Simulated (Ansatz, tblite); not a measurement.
# InCl2(SiH3) (Cl2H3InSi): rung by rung

One table from this session's results is given with a row withheld; the runs are named, their logs left out.

Program: Ansatz 0.2.0, Gaussian basis. Level of theory: as each input shows. These are calculated values, not measurements.

Plan: GFN1-xTB, GFN2-xTB, PBE-D4/def2-TZVP, r2SCAN-D4/def2-TZVP, B97M-V/def2-TZVP, LC-ωPBE/def2-TZVP, ωB97M-V/def2-TZVP, HSE06-D4/def2-TZVP, BHLYP-D4/def2-TZVP, r2SCANh-D4/def2-TZVP, LDA/def2-TZVP, PBE-D4/def2-SVP, PBE0-D4/def2-SVP, CCSD(T)/def2-TZVPP, MP2/def2-TZVP, RPA/def2-TZVP.

2 further runs of the same task are left out: 2 set aside as unsound or not needed. Runs told in other sessions of the task aren't counted.

## The relaxed structure

The geometry is that of the singlet, from an earlier relaxation (PBE0-D4/def2-SVP).

7 atoms, charge 0, spin multiplicity 1.

Bond lengths: In1–Cl2 2.351 Å, In1–Cl3 2.351 Å, In1–Si4 2.561 Å, Si4–H5 1.491 Å, Si4–H6 1.491 Å, Si4–H7 1.493 Å. Angles: Cl2–In1–Cl3 110.6°, Cl2–In1–Si4 124.6°, Cl3–In1–Si4 124.7°, In1–Si4–H5 109.3°, In1–Si4–H6 109.2°, In1–Si4–H7 107.5°, H5–Si4–H6 110.6°, H5–Si4–H7 110.1°, H6–Si4–H7 110.1°.

Geometry (Å):

```csv
atom,x (Å),y (Å),z (Å)
In1,0.6392,1.1156,0.0124
Cl2,2.9816,1.3117,0.0380
Cl3,-0.3691,3.2385,-0.0346
Si4,-0.6354,-1.1057,0.0069
H5,-1.9629,-0.9138,0.6577
H6,0.1634,-2.1314,0.7367
H7,-0.8166,-1.5150,-1.4170
```

In takes a core potential in the def2 sets. No spin-orbit coupling is included.

PBE0-D4/def2-TZVP was run before; its log isn't repeated, and its numbers join the tables.

Set-up of the first run:

Tight binding, by tblite at 300 K electronic temperature and without a spin-polarisation term:

```python
tblite.interface.Calculator('GFN1-xTB', numbers, positions, charge=0, uhf=0).singlepoint()
```

Tight binding, by tblite at 300 K electronic temperature and without a spin-polarisation term:

```python
tblite.interface.Calculator('GFN2-xTB', numbers, positions, charge=0, uhf=0).singlepoint()
```

start.molden holds the orbitals of an earlier run on this state, given as this run's starting guess.

in.yaml

```yaml
crystal:
  periodic: [false, false, false]
  atoms:
    - {symbol: In, position_ang: [0.639156, 1.115633, 0.012366]}
    - {symbol: Cl, position_ang: [2.981575, 1.311724, 0.037970]}
    - {symbol: Cl, position_ang: [-0.369132, 3.238536, -0.034599]}
    - {symbol: Si, position_ang: [-0.635428, -1.105726, 0.006865]}
    - {symbol: H, position_ang: [-1.962903, -0.913806, 0.657681]}
    - {symbol: H, position_ang: [0.163364, -2.131410, 0.736696]}
    - {symbol: H, position_ang: [-0.816632, -1.514951, -1.416990]}
basis:
  gaussian: {orbitals: def2-TZVP, initial_orbitals: start.molden}
hamiltonian: {xc: pbe, dispersion: d4}
scf: {omitted_lower_state_checks: [starts]}
output: {orbitals: {seedname: orbitals}}
```

Command:

```sh
> ansatz run in.yaml --threads 4 --pin off --events-out ev --progress --plain --max-ram 3916MiB
```

Among the steps run: PBE-D4/def2-TZVP; r2SCAN-D4/def2-TZVP; B97M-V/def2-TZVP; LC-ωPBE/def2-TZVP; ωB97M-V/def2-TZVP; HSE06-D4/def2-TZVP; BHLYP-D4/def2-TZVP; r2SCANh-D4/def2-TZVP; LDA/def2-TZVP; PBE-D4/def2-SVP; PBE0-D4/def2-SVP; CCSD(T)/def2-TZVPP; MP2/def2-TZVP; RPA/def2-TZVP.

One of the session's tables, all rows but one given; the rest of the session is left out.

It belongs to the step «Binding energy». 

| method | binding an atom (eV) |
| --- | --- |
| HF/def2-TZVP | 2.073 |
| HF/def2-TZVPP | 2.075 |
| LDA/def2-TZVP | 3.052 |
| PBE-D4/def2-SVP | 2.708 |
| PBE-D4/def2-TZVP | 2.716 |
| r2SCAN-D4/def2-TZVP | 2.751 |
| B97M-V/def2-TZVP | 2.775 |
| r2SCANh-D4/def2-TZVP | 2.739 |
| PBE0-D4/def2-SVP | 2.694 |
| PBE0-D4/def2-TZVP | 2.709 |
| HSE06-D4/def2-TZVP | 2.711 |
| BHLYP-D4/def2-TZVP | 2.670 |
| LC-ωPBE/def2-TZVP | 2.697 |
| ωB97M-V/def2-TZVP | 2.744 |
| MP2/def2-TZVP | 2.645 |
| CCSD/def2-TZVPP | 2.622 |
| CCSD(T)/def2-TZVPP | ? |

Q: Estimate the row for CCSD(T)/def2-TZVPP from the others.

**Answer.** binding an atom (eV): 2.664. In the column «binding an atom (eV)» it lies between MP2/def2-TZVP (2.645) and BHLYP-D4/def2-TZVP (2.670).

PBE0-D4/def2-SVP (1.2 s, +0.030 eV); MP2/def2-TZVP (2.2 s, -0.019 eV); BHLYP-D4/def2-TZVP (2.9 s, +0.006 eV).

To keep in mind: Free atoms were run apart at each level; binding is atoms less cluster, divided by the number of atoms, without zero-point or spin-orbit terms.
